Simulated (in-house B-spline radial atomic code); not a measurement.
# Ge²⁸⁺: levels and lines by CI+MBPT

Which levels has Ge²⁸⁺, how pure are their terms, and how much do the corrections beyond plain CI move them?

Method: configuration interaction of two valence electrons in the frozen-core Dirac-Hartree-Fock potential, then with screened core-valence correlation, Breit and QED (CI+MBPT), no-pair Dirac, B-spline basis. Code: an in-house B-spline radial atomic code, version 1.

## Step 1: The atom as given

```
element : germanium (Z = 32)
charge  : +28
core    : 1s2
nucleus : mass number 74, rms radius 4.074 fm
```

## Step 2: The run, and its levels

Input settings, with the grid that the program derived:

```ini
basis_form = 3
Z = 32
core_configuration = 1s2
rms_radius = 4.0742
mass_number = 74
speed_of_light = 137.035999084
box_radius = 3.0
lmax = 6
intervals = 58
virtual_cutoff = 2048.0
```

The run is started by

```console
$ python run_mb.py task.json out
```

The settings stand in task.json.

After this run come: Transitions.

Q: Predict the outcome of this session. Wanted: ground level; ionisation energy; first excited level; strongest line from the ground level; largest CI block.

**Answer**, as computed:

```
                            quantity                                                              value
                        ground level                                                            2s2 1S0
                   ionisation energy                                     3074.9 eV (plain CI 3077.0 eV)
                 first excited level                                              2s2p 3P°0 at 54.66 eV
strongest line from the ground level                                   2s3p 1P°1, 0.6994 nm, gf = 0.434
                    largest CI block                                                               2746
    semi-empirical ionisation energy  3074.0 ± 3 eV (NIST Atomic Spectra Database, ionization energies)
```

**Reading.** The ground level is 2s2 1S0; the corrections beyond plain CI change the ionisation energy by -2.1 eV, to 3074.9 eV. The lowest 12 levels have a mean term purity of 0.89, so spin-orbit coupling mixes the terms. The spin-changing line from 2s2p 3P°1 has a rate of 2.07e+08 1/s, against 1.97e+13 1/s for the strongest allowed line to the ground level; rates also scale with the cube of the energy, so the ratio isn't the spin rule alone. The semi-empirical ionisation energy is 3074.0 ± 3 eV, so the final value is off by +0.031 %, within the tabulated uncertainty.
